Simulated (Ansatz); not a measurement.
# C2H4Br2 (1,2-dibromoethane) at BHLYP/def2-SVP

Aim: the electronic atomisation energy of C2H4Br2 (1,2-dibromoethane) at BHLYP/def2-SVP, from 4 runs. 

The calculation is run with Ansatz 0.2.0.

39 further runs of the same task are left out: 39 set aside as unsound or not needed.

## Step 1: The system as given

C2H4Br2 has 8 atoms, charge 0, and is taken as a singlet. SMILES: `BrCCBr`. Geometry: relaxed at PBE0-D4/def2-TZVP. This is a higher conformer, about 8 kJ/mol above the lowest found by a separate search.

Bond lengths: Br1–C2 1.938 Å, C2–C3 1.501 Å, C3–Br4 1.938 Å, C2–H5 1.091 Å, C2–H6 1.088 Å, C3–H7 1.088 Å, C3–H8 1.090 Å. Some angles: Br1–C2–C3 113.0°, C2–C3–Br4 113.0°, Br1–C2–H5 105.8°, Br1–C2–H6 106.6°, C3–C2–H5 109.6°, C3–C2–H6 112.0°, C2–C3–H7 112.0°, C2–C3–H8 109.6°, Br4–C3–H7 106.6°, Br4–C3–H8 105.8°.

## Step 2: A single-point energy at BHLYP/def2-SVP

run.yaml

```yaml
crystal:
  periodic: [false, false, false]
  atoms:
    - {symbol: Br, position_ang: [-2.136900, 0.202700, -0.670800]}
    - {symbol: C, position_ang: [-0.454500, 0.602500, 0.204400]}
    - {symbol: C, position_ang: [0.638500, -0.358800, -0.161400]}
    - {symbol: Br, position_ang: [0.347400, -2.139200, 0.546800]}
    - {symbol: H, position_ang: [-0.182100, 1.607400, -0.119900]}
    - {symbol: H, position_ang: [-0.654000, 0.606100, 1.273700]}
    - {symbol: H, position_ang: [0.743700, -0.466600, -1.238600]}
    - {symbol: H, position_ang: [1.582700, -0.019600, 0.265800]}
basis:
  gaussian: {orbitals: def2-SVP}
hamiltonian: {xc: {name: BHLYP}}
accuracy: high
output: {orbitals: {seedname: orbitals}}
```

Run with:

```console
$ ansatz run run.yaml --threads 1 --pin off --max-ram 3480MiB --events-out events.jsonl --progress --plain --runs-dir runs
```

Output:

```text
Warning: RAYON_NUM_THREADS=1 ignored (pool sized by the plan → 1); use --threads N
Functional definition: BHLYP
  name "BHLYP"
  parameter a = 0.5
  exchange = (1 - a)*b88_x + a*exact_x
  correlation = lyp_c
2355 factors; integrals over basis functions are off by at most 8.0e-9 eV
mean field evaluation 1: about -142209.7537 eV, gradient 2.4e1 eV
mean field evaluation 2: about -142209.9250 eV, gradient 2.2e1 eV
mean field evaluation 4: about -142211.1049 eV, gradient 6.4e-1 eV
mean field evaluation 8: about -142211.4806 eV, gradient 4.8e-2 eV
mean field evaluation 16: about -142211.4807 eV, gradient 1.6e-5 eV
mean field -142211.48070164 eV, -5226.1755213813 hartree, gradient 7.0e-8 eV, S^2 0.000000; 0 other end points of the search recorded, 0 dependent functions left out
reference -142211.48072621 eV, -5226.1755222844 hartree; 43, 43 occupied and 69, 69 virtual orbitals, 2355 factors
Total energy: -142211.48072621 eV, -5226.1755222844 hartree
```

Wall time 14 s (1 thread of Intel Xeon Platinum 8259CL at 2.50GHz (Skylake/Cascade Lake), shared host); peak memory 0.5 GiB.

## Step 3: The Br atom, same level

run.yaml

```yaml
crystal:
  periodic: [false, false, false]
  atoms:
    - symbol: Br
      position_ang: [0.000000, 0.000000, 0.000000]
basis:
  gaussian:
    orbitals: def2-SVP
magnetization:
  spin_polarized: true
  initial_magnetization: 1
hamiltonian:
  xc: {name: BHLYP}
accuracy: high
```

Run with:

```console
$ ansatz run run.yaml --threads 1 --pin off --max-ram 3480MiB --events-out events.jsonl --progress --plain --runs-dir runs
```

Output:

```text
Warning: RAYON_NUM_THREADS=1 ignored (pool sized by the plan → 1); use --threads N
[... 5 set-up lines as earlier in the session ...]
307 factors; integrals over basis functions are off by at most 4.2e-9 eV
mean field evaluation 1: about -70036.4497 eV, gradient 3.0e0 eV
mean field evaluation 2: about -70036.4954 eV, gradient 8.6e-1 eV
mean field evaluation 4: about -70036.5040 eV, gradient 4.0e-1 eV
mean field evaluation 8: about -70036.5044 eV, gradient 1.2e-3 eV
mean field evaluation 16: about -70036.5044 eV, gradient 1.0e-8 eV
mean field -70036.50442573 eV, -2573.7940651977 hartree, gradient 1.0e-8 eV, S^2 0.752455; 0 other end points of the search recorded, 0 dependent functions left out
reference -70036.50443989 eV, -2573.7940657183 hartree; 18, 17 occupied and 14, 15 virtual orbitals, 307 factors
Total energy: -70036.50443989 eV, -2573.7940657183 hartree
```

It took 1.5 s on 1 thread of Intel Xeon Platinum 8259CL at 2.50GHz (Skylake/Cascade Lake), shared host; peak memory 0.12 GiB.

## Step 4: The C atom at the same level

molecule.yaml

```yaml
crystal:
  periodic: [false, false, false]
  atoms:
    - symbol: C
      position_ang: [0.000000, 0.000000, 0.000000]
basis:
  gaussian:
    orbitals: def2-SVP
magnetization:
  spin_polarized: true
  initial_magnetization: 2
accuracy: high
hamiltonian:
  xc: {name: BHLYP}
```

Run the same way, it converges to -37.80198 Eh (log not shown).

## Step 5: The H atom

run.yaml: that of step 3 with these lines changed.

```diff
@@ -3,4 +3,3 @@
   atoms:
-    - symbol: Br
-      position_ang: [0.000000, 0.000000, 0.000000]
+    - {symbol: H, position_ang: [0.000000, 0.000000, 0.000000]}
 basis:
```

Run the same way, it converges to -0.49784 Eh (log not shown).

## Step 6: Outcome

Level: BHLYP/def2-SVP.

| quantity | value |
| --- | --- |
| molecule: total energy | -5226.17552 Eh |
| molecule: HOMO energy | -8.86 eV |
| molecule: LUMO energy | 0.99 eV |
| molecule: HOMO–LUMO gap | 9.85 eV |
| Br atom: total energy | -2573.79407 Eh |
| Br atom: ⟨S²⟩ | 0.752 |
| C atom: total energy | -37.80198 Eh |
| C atom: ⟨S²⟩ | 2.003 |
| H atom: total energy | -0.49784 Eh |
| H atom: ⟨S²⟩ | 0.750 |
| electronic atomisation energy | 26.996 eV |

In words: Taking the molecule apart into free atoms costs 27.00 eV (623 kcal/mol), before zero-point energy and without spin-orbit coupling.
